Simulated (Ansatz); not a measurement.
# TiGe8Mo3: the cost of one run

Program: Ansatz 0.2.0. Level of theory: DFT LDA, scalar-relativistic, plane waves, PAW. These are calculated values, not measurements.

1 further run of the same task is left out (set aside as unsound or not needed). Runs told in other sessions of the task aren't counted.

## 1. Starting point

Symmetry: C2/m, No. 12, monoclinic system. The conventional cell has a = 9.463 Å, b = 9.456 Å, c = 4.799 Å, α = 90.00°, β = 119.51°, γ = 90.00°. Ti (site symmetry 2/m) is surrounded by 10 Ge at 2.73 to 2.81 Å. Around Ge (site symmetry 1) lie 5 Ge at 2.69 to 2.79 Å and 4 Mo at 2.71 to 2.83 Å and 1 Ti at 2.73 Å. Ge (site symmetry m) is surrounded by 5 Ge at 2.71 to 2.78 Å and 4 Mo at 2.71 to 2.83 Å and 1 Ti at 2.73 Å. Ge (site symmetry m) is surrounded by 5 Ge at 2.71 to 2.80 Å and 3 Mo at 2.72 to 2.73 Å and 2 Ti at 2.74 to 2.81 Å. Around Mo (site symmetry -1) lie 10 Ge at 2.72 to 2.83 Å. Mo (site symmetry 2/m) has 10 Ge at 2.71 to 2.83 Å in its first shell of neighbours.

As a file:

```
Ti Ge Mo
1.0
     4.73156   -4.72798    0.00000
     4.73156    4.72798    0.00000
    -2.36398    0.00000    4.17584
Ti Ge Mo
1 8 3
Direct
  0.00000 0.00000 0.00000
  0.82951 0.33151 0.32247
  0.33199 0.33199 0.32320
  0.33151 0.82951 0.32247
  0.83006 0.83006 0.32619
  0.66849 0.17049 0.67753
  0.16994 0.16994 0.67381
  0.17049 0.66849 0.67753
  0.66801 0.66801 0.67680
  0.50000 0.00000 0.00000
  0.00000 0.50000 0.00000
  0.50000 0.50000 0.00000
```

It is the end of an earlier relaxation with the same method, from a generated guess; it is a trial structure. At a tolerance of 0.05 Å it has space group C2/m (No. 12); it has 15.57 Å³/atom, an uncorrected energy of -0.19 eV/atom over the elements and, on its mesh, gap none (metal).

## 2. Level of theory: LDA

Contents of input.yaml:

```yaml
crystal:
  lattice:
    - [4.7315603, -4.7279762, 0.0]
    - [4.7315603, 4.7279762, 0.0]
    - [-2.3639818, 0.0, 4.1758406]
  atoms:
    - { symbol: Ti, position: [0.0, 0.0, 0.0] }
    - { symbol: Ge, position: [0.829511, 0.331512, 0.322474] }
    - { symbol: Ge, position: [0.331989, 0.331989, 0.323196] }
    - { symbol: Ge, position: [0.331512, 0.829511, 0.322474] }
    - { symbol: Ge, position: [0.830061, 0.830061, 0.326194] }
    - { symbol: Ge, position: [0.668488, 0.170489, 0.677526] }
    - { symbol: Ge, position: [0.169939, 0.169939, 0.673806] }
    - { symbol: Ge, position: [0.170489, 0.668488, 0.677526] }
    - { symbol: Ge, position: [0.668011, 0.668011, 0.676804] }
    - { symbol: Mo, position: [0.5, 0.0, 0.0] }
    - { symbol: Mo, position: [0.0, 0.5, 0.0] }
    - { symbol: Mo, position: [0.5, 0.5, 0.0] }
basis:
  ecutwfc: 420
kpoints:
  mp_grid: { grid: [6, 6, 10] }
  band_path:
    path:
      - [[0.0, 0.0, 0.0], [0.0, 0.0, 0.5], [-0.25938225, 0.25938225, 0.5]]
      - [[-0.74061775, -0.25938225, 0.5], [-0.5, -0.5, 0.5], [0.0, 0.0, 0.0], [-0.5, 0.5, 0.0]]
      - [[-0.5, 0.0, 0.5], [0.0, 0.0, 0.0], [-0.5, 0.0, 0.0]]
    npoints: 10
hamiltonian:
  xc: lda
scf:
  occupations: { method: gaussian, width: 0.1 }
  n_extra_bands: 30
output:
  forces: true
  stress: true
  eigenvalues: true
  populations: true
  dos: { projected: true, de: 0.02, nscf_kmesh: { grid: [8, 8, 12] } }
  bader: false
  write_density: true
  write_potential: true
  elf: true
  volumetric_format: npy
```

Command:

```
ansatz run input.yaml --threads 4 --pin off --max-ram 8192MiB --backend cpu --events-out ev --progress --plain --runs-dir out
```

Q: Estimate wall time and peak memory on 4 threads of Intel Xeon Platinum 8259CL at 2.50GHz (Skylake/Cascade Lake), shared host.

About 1.7 min, with a peak of 3 GiB.
